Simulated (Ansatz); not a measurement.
# GeO (SMILES [O]=[Ge]) at 6 levels

Aim: a comparison of 6 runs (HF/STO-3G, B2PLYP/STO-3G, BHLYP/STO-3G, BLYP/STO-3G, wB97X/STO-3G, FCI/STO-3G) of GeO. 

The results are computed with Ansatz 0.2.0.

28 further runs of the same task are left out: 24 that didn't finish, 4 set aside as unsound or not needed.

### Step 1. The structure to begin with

The species is GeO (2 atoms), meant as a singlet with charge 0. As SMILES, `[O]=[Ge]`. The Ge2–O1 distance was set to 4.056 Å, away from the relaxed value.

### Step 2. A single-point energy at HF/STO-3G (run 1)

molecule.yaml reads:

```yaml
crystal:
  periodic: [false, false, false]
  atoms:
    - {symbol: O, position_ang: [-0.000000, -0.000000, -2.456870]}
    - {symbol: Ge, position_ang: [0.000000, 0.000000, 1.599530]}
basis:
  gaussian: {orbitals: STO-3G}
hamiltonian: {xc: hf}
accuracy: high
```

Started as:

```
$ ansatz run molecule.yaml --threads 1 --pin off --max-ram 3480MiB --events-out events.jsonl --progress --plain --runs-dir runs
```

Log:

```text
Warning: RAYON_NUM_THREADS=1 ignored (pool sized by the plan → 1); use --threads N
Functional definition: HF
  name "HF"
  exchange = exact_x
  correlation = 0
259 factors; integrals over basis functions are off by at most 6.7e-9 eV
mean field evaluation 1: about -57791.5375 eV, gradient 6.5e0 eV
mean field evaluation 2: about -57791.5479 eV, gradient 6.5e0 eV
mean field evaluation 4: about -57791.4142 eV, gradient 7.6e0 eV
mean field evaluation 8: about -57791.6056 eV, gradient 6.6e0 eV
mean field evaluation 16: about -57830.1788 eV, gradient 1.7e-9 eV
mean field evaluation 32: about -57830.1158 eV, gradient 1.4e0 eV
mean field evaluation 64: about -57830.1453 eV, gradient 9.7e-3 eV
mean field evaluation 96: about -57793.6511 eV, gradient 2.3e1 eV
mean field -57830.17878454 eV, -2125.2198716287 hartree, gradient 1.8e-9 eV, S^2 0.000000; 4 other end points of the search recorded, 0 dependent functions left out
reference -57830.17878454 eV, -2125.2198716287 hartree; 20, 20 occupied and 3, 3 virtual orbitals, 259 factors
Total energy: -57830.17878454 eV, -2125.2198716287 hartree
```

Wall time 0.2 s (1 thread of Arm Neoverse V2, shared host).

### Step 3. The energy at B2PLYP/STO-3G (run 2)

in.yaml reads:

```yaml
crystal:
  periodic: [false, false, false]
  atoms:
    - symbol: O
      position_ang: [-0.000000, -0.000000, -2.456870]
    - symbol: Ge
      position_ang: [0.000000, 0.000000, 1.599530]
basis:
  gaussian: {orbitals: STO-3G}
hamiltonian: {xc: {name: B2PLYP}}
correlation: {frozen_orbitals: {Ge: 9, O: 1}}
accuracy: high
```

Started as:

```
$ ansatz run in.yaml --threads 1 --pin off --max-ram 3480MiB --events-out events.jsonl --progress --plain --runs-dir runs
```

Log, cut to the lines that bear on the results:

```text
Warning: RAYON_NUM_THREADS=1 ignored (pool sized by the plan → 1); use --threads N
Functional definition: B2PLYP
  name "B2PLYP"
[...]
259 factors; integrals over basis functions are off by at most 6.7e-9 eV
[...]
mean field -57860.20004042 eV, -2126.3231324332 hartree, gradient 7.7e-9 eV, S^2 0.000000; 8 other end points of the search recorded, 0 dependent functions left out; unrestricted orbitals would lower it
10 core orbitals not correlated: weight in the atoms' cores, before any rotation towards them, 1.000 or more for the frozen orbitals, at most 0.000 for the correlated occupied ones
reference -57860.20005666 eV, -2126.3231330300 hartree; 10, 10 occupied and 3, 3 virtual orbitals, 259 factors
second order -1.32553068 eV of doubles, -0.00000000 eV of singles
Total energy: -57860.55794994 eV, -2126.3362853655 hartree
```

Wall time 4.2 s (1 thread of Arm Neoverse V2, shared host).

Run 3 isn't shown in full; the table further down has it.

### Step 4. A single-point energy at BLYP/STO-3G (run 4)

input.yaml reads:

```yaml
basis:
  gaussian: {orbitals: STO-3G}
crystal:
  periodic: [false, false, false]
  atoms:
    - symbol: O
      position_ang: [-0.000000, -0.000000, -2.456870]
    - symbol: Ge
      position_ang: [0.000000, 0.000000, 1.599530]
hamiltonian: {xc: {name: BLYP}}
accuracy: high
```

Started as:

```
$ ansatz run input.yaml --threads 1 --pin off --max-ram 3480MiB --events-out events.jsonl --progress --plain --runs-dir runs
```

Log, cut to the lines that bear on the results:

```text
Warning: RAYON_NUM_THREADS=1 ignored (pool sized by the plan → 1); use --threads N
Functional definition: BLYP
  name "BLYP"
[...]
259 factors; integrals over basis functions are off by at most 6.7e-9 eV
[...]
mean field -57869.70081553 eV, -2126.6722794787 hartree, gradient 2.2e-8 eV, S^2 0.000000; 18 other end points of the search recorded, 0 dependent functions left out
reference -57869.70085141 eV, -2126.6722807972 hartree; 20, 20 occupied and 3, 3 virtual orbitals, 259 factors
Total energy: -57869.70085141 eV, -2126.6722807972 hartree
```

Wall time 46 s (1 thread of Arm Neoverse V2, shared host).

Run 5 isn't shown in full; the table further down has it.

### Step 5. The energy at FCI/STO-3G (run 6)

molecule.yaml: that of step 2 with these lines changed.

```diff
@@ -7,3 +7,3 @@
   gaussian: {orbitals: STO-3G}
-hamiltonian: {xc: hf}
+correlation: {method: fci, frozen_orbitals: {Ge: 9, O: 1}}
 accuracy: high
```

Started as:

```
$ ansatz run molecule.yaml --threads 1 --pin off --max-ram 3480MiB --events-out events.jsonl --progress --plain --runs-dir runs
```

Log, cut to the lines that bear on the results:

```text
Warning: RAYON_NUM_THREADS=1 ignored (pool sized by the plan → 1); use --threads N
[... 2 set-up lines as earlier in the session ...]
[...]
259 factors; integrals over basis functions are off by at most 6.7e-9 eV
[...]
mean field -57830.17878454 eV, -2125.2198716287 hartree, gradient 1.8e-9 eV, S^2 0.000000; 23 other end points of the search recorded, 0 dependent functions left out; unrestricted orbitals would lower it
[...]
determinant -57830.17878454 eV, -2125.2198716287 hartree, with singles and doubles -57832.37419657 eV, -2125.3005515329 hartree
determinant -57830.15387501 eV, -2125.2189562206 hartree, with singles and doubles -57832.35437501 eV, -2125.2998231040 hartree
determinant -57830.14533072 eV, -2125.2186422235 hartree, with singles and doubles -57832.34374455 eV, -2125.2994324417 hartree
determinant -57830.12358184 eV, -2125.2178429669 hartree, with singles and doubles -57832.34600756 eV, -2125.2995156056 hartree
[...]
determinant -57830.15387501 eV, -2125.2189562206 hartree, with no singles and doubles
determinant -57830.14533072 eV, -2125.2186422235 hartree, with singles and doubles -57832.43671661 eV, -2125.3028491019 hartree
determinant -57830.12358184 eV, -2125.2178429669 hartree, with no singles and doubles
determinant -57830.12093048 eV, -2125.2177455312 hartree, with no singles and doubles
unrestricted determinant -57834.17601901 eV, -2125.3667672861 hartree, S^2 2.0000
10 core orbitals not correlated: weight in the atoms' cores, before any rotation towards them, 1.000 or more for the frozen orbitals, at most 0.000 for the correlated occupied ones
reference -57830.17878454 eV, -2125.2198716287 hartree; 10, 10 occupied and 3, 3 virtual orbitals, 259 factors
state -57836.55706989 eV, -2125.4542692922 hartree
10 core orbitals not correlated: weight in the atoms' cores, before any rotation towards them, 1.000 or more for the frozen orbitals, at most 0.000 for the correlated occupied ones
state -57836.55843788 eV, -2125.4543195647 hartree
Total energy: -57836.55843788 eV, -2125.4543195647 hartree
```

It took 3.9 s on 1 thread of Arm Neoverse V2, shared host.

### Step 6. Overview of the runs

| run | level | frozen core orbitals | energy (Eh) | wall time |
| --- | --- | --- | --- | --- |
| 1 | HF/STO-3G | – | -2125.219872 | 0.2 s |
| 2 | B2PLYP/STO-3G | 10 | -2126.336285 | 4.2 s |
| 3 | BHLYP/STO-3G | – | -2126.798354 | 1.9 s |
| 4 | BLYP/STO-3G | – | -2126.672281 | 46 s |
| 5 | wB97X/STO-3G | – | -2126.767303 | 28 s |
| 6 | FCI/STO-3G | 10 | -2125.454320 | 3.9 s |

### Step 7. Outcome

| quantity | value |
| --- | --- |
| run 6: total energy | -2125.45432 Eh |
| run 6: correlation energy (10 core orbitals frozen) | -234.4 mEh |

**Reading.** Against full CI in this basis: HF +234.4 mEh. Totals of different functionals can't be ranked against each other. In run 2 the log says that unrestricted orbitals would lower the reference, so the values rest on an unstable closed-shell determinant (other closed-shell runs at this shape may share the fault). In runs 1, 2, 3, 4, 5, 6 the basis is minimal, so the values are rough. In runs 1, 2, 3, 4, 5 a closed-shell determinant meets a far-stretched bond, which it describes badly. All runs together took 84 s, the longest 46 s.
